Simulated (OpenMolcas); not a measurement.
# AlGeH4Cl (SMILES [Cl][AlH][GeH3]): levels of theory compared

Aim: a comparison of 6 runs (HF/def2-SVP, BHLYP/def2-SVP, M06-2X/def2-SVP, M06-L/def2-SVP, MP2/def2-SVP, CCSD(T)/def2-SVP) of AlGeH4Cl. 

The results are computed with OpenMolcas 26.06.

1 further run of the same task is left out (set aside as unsound or not needed).

**1. The structure to begin with**

The species is AlGeH4Cl (7 atoms), meant as a singlet with charge 0. As SMILES, `[Cl][AlH][GeH3]`. Geometry: relaxed at PBE0-D4/def2-TZVP.

Bond lengths: Cl1–Al2 2.102 Å, Al2–Ge3 2.467 Å, Al2–H4 1.580 Å, Ge3–H5 1.540 Å, Ge3–H6 1.540 Å, Ge3–H7 1.540 Å. Angles: Cl1–Al2–Ge3 116.8°, Cl1–Al2–H4 116.5°, Ge3–Al2–H4 126.7°, Al2–Ge3–H5 111.0°, Al2–Ge3–H6 111.0°, Al2–Ge3–H7 112.3°, H5–Ge3–H6 107.2°, H5–Ge3–H7 107.6°, H6–Ge3–H7 107.6°.

**2. Energy and gradient at HF/def2-SVP (run 1)**

mol.input reads:

```
>>> EXPORT MOLCAS_PRINT=2

&GATEWAY
 BasLib=$CurrDir
 Coord
 7
 angstrom
 Cl      -2.499300      -1.527200      -0.126900
 Al      -0.425400      -1.314700       0.144500
 Ge       0.501100       0.959800      -0.093300
 H        0.379500      -2.632000       0.480000
 H        0.225700       1.522500      -1.499900
 H       -0.144000       1.926400       0.916800
 H        2.023700       0.997300       0.133100
 Basis=def2-SVP
 Group=NoSym

&SEWARD

&SCF
 Thresholds=1e-10 1e-07 1e-07 1e-05
 PrOrbitals=1 2

&ALASKA
```

The basis set def2-SVP is read from a file made from the Basis Set Exchange's data (not shown).

Run with:

```console
$ export MOLCAS_MEM=1860
$ pymolcas mol.input > mol.log
```

Log:

```text
--- Start Module: gateway ---
[...]
--- Stop Module: gateway /rc=_RC_ALL_IS_WELL_ ---
[...]
      Basis functions           88
[...]
--- Start Module: scf ---
[...]
       Convergence after  12 Iterations
[...]
::    Total SCF energy                              -2778.6943853609
[...]
      Total spin, S                                     0.0000000000
[...]
      Total electronic charge=   66.000000
      Total            charge=   -0.000000
[...]
      Dipole Moment (debye):
      Origin of the operator (angstrom)=   -0.4241   -0.1151   -0.0529
                   X=  1.2599E+00               Y= -5.2100E-02               Z=  1.9576E-01           Total=  1.2761E+00
      Quadrupole Moment (debye*angstrom):
[...]
 *              Molecular gradients               *
 **************************************************
  Irreducible representation: a
 ------------------------------------------------------------------------------------------
                              X                       Y                       Z
 ------------------------------------------------------------------------------------------
  CL1               5.30372421001246E-03    1.22582367941781E-03    5.82226046579315E-04
  AL2              -3.27841334843626E-03    6.43986972229627E-03   -1.54579823846834E-03
  GE3              -3.49655662962789E-03   -6.71190551022960E-03    6.02760520767243E-04
  H4                1.07620517016960E-03   -2.04610072941946E-03    4.94696504979242E-04
  H5               -3.04542870508406E-05    4.62077839961772E-04   -2.46051667647684E-04
  H6               -7.76086556286693E-05    5.11648686996935E-04    5.81915605097905E-05
  H7                5.03103540484773E-04    1.18586311105201E-04    5.39752732837684E-05
 ------------------------------------------------------------------------------------------
[...]
```

Wall time 12 s (1 thread of Intel Xeon Platinum 8259CL at 2.50GHz (Skylake/Cascade Lake), shared host); peak memory 0.48 GiB.

**3. Energy and gradient at BHLYP/def2-SVP (run 2)**

job.input reads:

```
&GATEWAY
  BasLib=$CurrDir
  BasisSet
  Cl.def2-SVP....
  Cl1 -2.499300 -1.527200 -0.126900 angstrom
  End of Basis
  BasisSet
  Al.def2-SVP....
  Al2 -0.425400 -1.314700 0.144500 angstrom
  End of Basis
  BasisSet
  Ge.def2-SVP....
  Ge3 0.501100 0.959800 -0.093300 angstrom
  End of Basis
  BasisSet
  H.def2-SVP....
  H4 0.379500 -2.632000 0.480000 angstrom
  H5 0.225700 1.522500 -1.499900 angstrom
  H6 -0.144000 1.926400 0.916800 angstrom
  H7 2.023700 0.997300 0.133100 angstrom
  End of Basis

&SEWARD
  GridInput
  Grid=UltraFine
  End of Grid

&SCF
  KSDFT=HYB_GGA_XC_BHANDHLYP
  Thresholds=1e-10 1e-07 1e-07 1e-05
  PrOrbitals=1

&ALASKA
```

The basis set def2-SVP is read from a file made from the Basis Set Exchange's data (not shown).

Run with:

```console
$ export MOLCAS_MEM=1860
$ pymolcas job.input > job.log
```

Log:

```text
--- Start Module: gateway ---
[...]
--- Stop Module: gateway /rc=_RC_ALL_IS_WELL_ ---
[...]
      Basis functions           88
[...]
--- Start Module: scf ---
[...]
       Convergence after  12 Iterations
[...]
::    Total KS-DFT energy                           -2781.5923737874
[...]
      Total spin, S                                     0.0000000000
[...]
      Total electronic charge=   66.000000
      Total            charge=   -0.000000
[...]
      Dipole Moment (debye):
      Origin of the operator (angstrom)=   -0.4241   -0.1151   -0.0529
                   X=  1.1242E+00               Y= -9.9374E-03               Z=  1.6852E-01           Total=  1.1368E+00
      Quadrupole Moment (debye*angstrom):
[...]
 *              Molecular gradients               *
 **************************************************
  Irreducible representation: a
 ------------------------------------------------------------------------------------------
                              X                       Y                       Z
 ------------------------------------------------------------------------------------------
  CL1               1.77623718719389E-03    7.45024416948681E-04    1.40144806454412E-04
  AL2              -2.63521586986482E-03    2.20642030635432E-03   -7.52232738571834E-04
  GE3              -1.32494269406891E-03   -1.74556369599799E-03    1.05807209043185E-04
  H4                1.57011411128316E-03   -2.57212621681191E-03    6.54172810499842E-04
  H5               -3.21061005756018E-04    5.32136826789209E-04   -1.38483966887559E-03
  H6               -6.85226611483625E-04    9.23600615495346E-04    9.78737430649801E-04
  H7                1.62009488273362E-03   -8.94922528443254E-05    2.58210150742455E-04
 ------------------------------------------------------------------------------------------
[...]
```

Run time: 30 s. Hardware: 1 thread of Intel Xeon Platinum 8259CL at 2.50GHz (Skylake/Cascade Lake), shared host; peak memory 0.48 GiB.

Run 3 isn't shown in full; the table further down has it.

**4. Energy and forces at M06-L/def2-SVP (run 4)**

mol.input reads:

```
&GATEWAY
 BasLib
 $CurrDir
 Coord
 7
 bohr
 Cl    -4.72299250    -2.88598974    -0.23980625
 Al    -0.80388949    -2.48442294     0.27306543
 Ge     0.94694176     1.81375913    -0.17631145
 H      0.71715106    -4.97375916     0.90706854
 H      0.42651119     2.87710802    -2.83440021
 H     -0.27212056     3.64036841     1.73250091
 H      3.82423876     1.88462386     0.25152255
 Basis
 def2-SVP
 Group
 NoSym

&SEWARD
 GridInput
 Grid=UltraFine
 End of Grid

&SCF
 KSDFT
 M06L
 Thresholds
 1e-10 1e-07 1e-07 1e-05
 PrOrbitals
 1 1

&ALASKA
```

The basis set def2-SVP is read from a file made from the Basis Set Exchange's data (not shown).

Run with:

```console
$ export MOLCAS_MEM=1860
$ pymolcas mol.input > mol.log
```

Log:

```text
--- Start Module: gateway ---
[...]
--- Stop Module: gateway /rc=_RC_ALL_IS_WELL_ ---
[...]
      Basis functions           88
[...]
--- Start Module: scf ---
[...]
       Convergence after  14 Iterations
[...]
::    Total KS-DFT energy                           -2781.5558076939
[...]
      Total spin, S                                     0.0000000000
[...]
      Total electronic charge=   66.000000
      Total            charge=   -0.000000
[...]
      Dipole Moment (debye):
      Origin of the operator (angstrom)=   -0.4241   -0.1151   -0.0529
                   X=  1.1993E+00               Y=  8.3480E-02               Z=  1.6413E-01           Total=  1.2134E+00
      Quadrupole Moment (debye*angstrom):
[...]
 *              Molecular gradients               *
 **************************************************
  Irreducible representation: a
 ------------------------------------------------------------------------------------------
                              X                       Y                       Z
 ------------------------------------------------------------------------------------------
  CL1               2.84336712642386E-03    6.68543012240619E-04    3.10445184034780E-04
  AL2              -3.14874724743319E-03    1.71910206782755E-03   -7.48045793330654E-04
  GE3              -1.97147401319597E-05    1.03842425849621E-03   -1.60233937356091E-04
  H4                1.03450528774074E-03   -9.22680093151662E-04    3.03586826874147E-04
  H5                2.56341991378806E-04   -8.70811563614460E-04    1.49993034677021E-03
  H6                6.35158777751332E-04   -1.29412374644389E-03   -1.01097344108592E-03
  H7               -1.60091119574268E-03   -3.38453935363553E-04   -1.94709185917130E-04
 ------------------------------------------------------------------------------------------
[...]
```

Wall time 44 s (1 thread of Intel Xeon Platinum 8259CL at 2.50GHz (Skylake/Cascade Lake), shared host); peak memory 0.48 GiB.

Run 5 isn't shown in full; the table further down has it.

**5. The energy at CCSD(T)/def2-SVP (run 6)**

test.input reads:

```
* AlClGeH4 CCSD(T)
>>> EXPORT MOLCAS_PRINT=2

&GATEWAY
  BasLib
  $CurrDir
  Coord
  7
  bohr
  Cl    -4.72299250    -2.88598974    -0.23980625
  Al    -0.80388949    -2.48442294     0.27306543
  Ge     0.94694176     1.81375913    -0.17631145
  H      0.71715106    -4.97375916     0.90706854
  H      0.42651119     2.87710802    -2.83440021
  H     -0.27212056     3.64036841     1.73250091
  H      3.82423876     1.88462386     0.25152255
  Basis
  def2-SVP
  Group
  NoSym

&SEWARD

&SCF
  Thresholds
  1e-10 1e-07 1e-07 1e-05
  PrOrbitals
  0

&RASSCF
  FileOrb
  $Project.ScfOrb
  Spin
  1
  Nactel
  0 0 0
  Inactive
  33
  Ras2
  0
  OutOrbitals
  Canonical
  OrbListing
  Few

&MOTRA
  JobIph
  Frozen
  19

&CCSDT
  CCT
  Triples
  2
  Iterations
  80
  Accuracy
  1e-08
  Extrapolation
  5 4
```

The basis set def2-SVP is read from a file made from the Basis Set Exchange's data (not shown).

Run with:

```console
$ export MOLCAS_MEM=1860
$ pymolcas test.input > test.log
```

Log:

```text
--- Start Module: gateway ---
[...]
--- Stop Module: gateway /rc=_RC_ALL_IS_WELL_ ---
[...]
      Basis functions           88
[...]
       Convergence after  12 Iterations
[...]
::    Total SCF energy                              -2778.6943853608
[...]
      Total spin, S                                     0.0000000000
[...]
      Number of active orbitals                  0
[...]
      Spin quantum number                      0.0
[...]
      Active orbitals                            0
[...]
      Number of CSFs                             1
[...]
      Number of root(s) required                 1
[...]
      Convergence after  4 iterations
[...]
      Natural orbitals and occupation numbers for root  1
      ************************************************************************************************************************
      *                                                    Final results                                                     *
      ************************************************************************************************************************
[...]
::    RASSCF root number  1 Total energy:  -2778.69438536
[...]
      Total electronic charge=   66.000000
      Total            charge=   -0.000000
[...]
      Dipole Moment (debye):
      Origin of the operator (angstrom)=   -0.4241   -0.1151   -0.0529
                   X=  1.2599E+00               Y= -5.2100E-02               Z=  1.9576E-01           Total=  1.2761E+00
      Quadrupole Moment (debye*angstrom):
[...]
--- Start Module: motra ---
[...]
--- Stop Module: motra /rc=_RC_ALL_IS_WELL_ ---
[...]
--- Start Module: ccsdt ---
[...]
      Convergence after                    15  Iterations
      Total energy (diff) :   -2779.15951086       0.00000001
[...]
 METHOD                       : CCSD+T(CCSD)+<T3(1)WT1> = CCSD(T)
[...]
       CCSD     =     -2779.1595108562383
[...]
```

Run time: 67 s. Hardware: 1 thread of Intel Xeon Platinum 8259CL at 2.50GHz (Skylake/Cascade Lake), shared host; peak memory 0.48 GiB.

**6. The series**

| run | level | integration grid | task | energy (Eh) | dipole moment (D) of the reference | HOMO energy (eV) | LUMO energy (eV) | wall time |
| --- | --- | --- | --- | --- | --- | --- | --- | --- |
| 1 | HF/def2-SVP | – | gradient | -2778.694385 | 1.28 | -10.33 | 0.87 | 12 s |
| 2 | BHLYP/def2-SVP | UltraFine | gradient | -2781.592374 | 1.14 | -8.74 | -1.10 | 30 s |
| 3 | M06-2X/def2-SVP | UltraFine | gradient | -2781.576353 | 1.16 | -8.77 | -1.31 | 39 s |
| 4 | M06-L/def2-SVP | UltraFine | gradient | -2781.555808 | 1.21 | -6.88 | -2.23 | 44 s |
| 5 | MP2/def2-SVP | – | energy | -2779.124179 | 1.28 | -10.33 | 0.87 | 9 s |
| 6 | CCSD(T)/def2-SVP | – | energy | -2779.170887 | 1.28 | -10.33 | 0.87 | 67 s |

**7. Outcome**

| quantity | value |
| --- | --- |
| run 6: total energy | -2779.17089 Eh |
| run 6: dipole moment (mean-field density) | 1.28 D |
| run 6: HOMO energy (Hartree–Fock orbitals) | -10.33 eV |
| run 6: LUMO energy (Hartree–Fock orbitals) | 0.87 eV |
| run 6: HOMO–LUMO gap (Hartree–Fock orbitals) | 11.21 eV |
| run 6: correlation energy (19 core orbitals frozen) | -476.5 mEh |
| run 6: (T) correction | -11.38 mEh |

**Reading.** Below the HF energy at the same shape and in the same basis (def2-SVP): MP2 -429.8 mEh; CCSD(T) -476.5 mEh. Over runs 1, 2, 3, 4 the dipole moment (its size) runs from 1.14 D (BHLYP/def2-SVP) to 1.28 D (HF/def2-SVP). Over runs 1, 2, 3, 4 the HOMO–LUMO gap runs from 4.65 eV (M06-L/def2-SVP) to 11.21 eV (HF/def2-SVP). Exact exchange widens orbital gaps. Totals of different functionals can't be ranked against each other. All runs together took 3.3 min, the longest 67 s.
